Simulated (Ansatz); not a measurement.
# CH8Si2: the cost of one run

The runs use Ansatz 0.2.0, Gaussian basis; PBE0-D4/def2-TZVP structures, single points in def2-TZVPP, no counterpoise correction.

Levels: SPW92, PBE-D4, BLYP-D4, r2SCAN-D4, B97M-V, PBE0-D4, B3LYP-D4, r2SCAN0-D4, BHLYP-D4, CAM-B3LYP-D4, wB97X-V, wB97M-V, B2PLYP, PBE-QIDH, RPA on PBE, Hartree-Fock, MP2, CCSD, CCSD(T).

Cores are frozen in the correlated methods. B3LYP uses VWN-RPA correlation. B2PLYP carries no dispersion term here.

94 further runs of the same task are left out: 94 set aside as unsound or not needed. Runs told in other sessions of the task aren't counted.

### Step 1. The system as given

The complex: 13 atoms, charge 0, spin multiplicity 1.

Atoms are counted from 1 here; the program's logs count them from 0.

Bond lengths: Si1–C2 1.871 Å, Si1–H3 1.489 Å, Si1–H4 1.505 Å, Si1–Si5 2.340 Å, C2–H8 1.092 Å, C2–H9 1.092 Å, C2–H10 1.092 Å, Si5–H11 1.488 Å, Si5–H12 1.487 Å, Si5–H13 1.487 Å, H6–F7 0.928 Å. Angles: C2–Si1–H3 111.4°, C2–Si1–H4 109.3°, C2–Si1–Si5 113.0°, H3–Si1–H4 104.9°, H3–Si1–Si5 110.2°, H4–Si1–Si5 107.7°, Si1–C2–H8 110.5°, Si1–C2–H9 110.5°, Si1–C2–H10 110.8°, H8–C2–H9 108.4°, H8–C2–H10 108.2°, H9–C2–H10 108.3°, Si1–Si5–H11 109.7°, Si1–Si5–H12 110.4°, Si1–Si5–H13 110.2°, H11–Si5–H12 108.7°, H11–Si5–H13 108.8°, H12–Si5–H13 109.1°.

Geometry (Å):

```mol
CH9FSi2
  3D, bonds by distance, orders not assigned

 13 11  0  0  0  0  0  0  0  0999 V2000
   -0.7321   -0.4574    0.1044 Si  0  0
   -0.5790    0.9730    1.3014 C   0  0
   -2.1432   -0.9165   -0.0160 H   0  0
    0.0153   -1.6442    0.6507 H   0  0
    0.1430    0.0244   -2.0114 Si  0  0
    1.5683   -1.2817    1.2510 H   0  0
    2.3778   -0.9019    1.5008 F   0  0
   -1.1198    1.8452    0.9274 H   0  0
    0.4692    1.2480    1.4356 H   0  0
   -0.9919    0.7074    2.2769 H   0  0
   -0.6059    1.1590   -2.6174 H   0  0
    0.0220   -1.1587   -2.9046 H   0  0
    1.5764    0.4035   -1.8989 H   0  0
  1  2  8  0
  1  3  8  0
  1  4  8  0
  1  5  8  0
  2  8  8  0
  2  9  8  0
  2 10  8  0
  5 11  8  0
  5 12  8  0
  5 13  8  0
  6  7  8  0
M  END
```

Its parts: CH₈Si₂ holds atoms 1, 2, 3, 4, 5, 8, 9, 10, 11, 12, 13; HF holds atoms 6, 7. Each part counts its atoms afresh in its own runs.

### Step 2. Relaxing CH₈Si₂ alone

Input file relax-a/in.yaml:

```yaml
crystal:
  periodic: [false, false, false]
  atoms:
    - {symbol: Si, position_ang: [-0.732076, -0.457429, 0.104444]}
    - {symbol: C, position_ang: [-0.579006, 0.973037, 1.301397]}
    - {symbol: H, position_ang: [-2.143193, -0.916516, -0.015960]}
    - {symbol: H, position_ang: [0.015328, -1.644205, 0.650681]}
    - {symbol: Si, position_ang: [0.142984, 0.024432, -2.011445]}
    - {symbol: H, position_ang: [-1.119804, 1.845153, 0.927414]}
    - {symbol: H, position_ang: [0.469153, 1.248034, 1.435616]}
    - {symbol: H, position_ang: [-0.991917, 0.707362, 2.276922]}
    - {symbol: H, position_ang: [-0.605940, 1.159029, -2.617402]}
    - {symbol: H, position_ang: [0.021979, -1.158660, -2.904580]}
    - {symbol: H, position_ang: [1.576411, 0.403463, -1.898897]}
basis:
  gaussian: {orbitals: def2-TZVP}
hamiltonian: {xc: pbe0, dispersion: d4}
relax: {f_tol: 0.005, max_steps: 200}
```

On the command line:

```sh
$ ansatz run in.yaml --threads 8 --pin off --events-out ev --progress --plain --max-ram 19148MiB
```

**Question.** How long does this run take on 8 threads of Intel Xeon 6975P-C, shared host?

About 2.5 s.
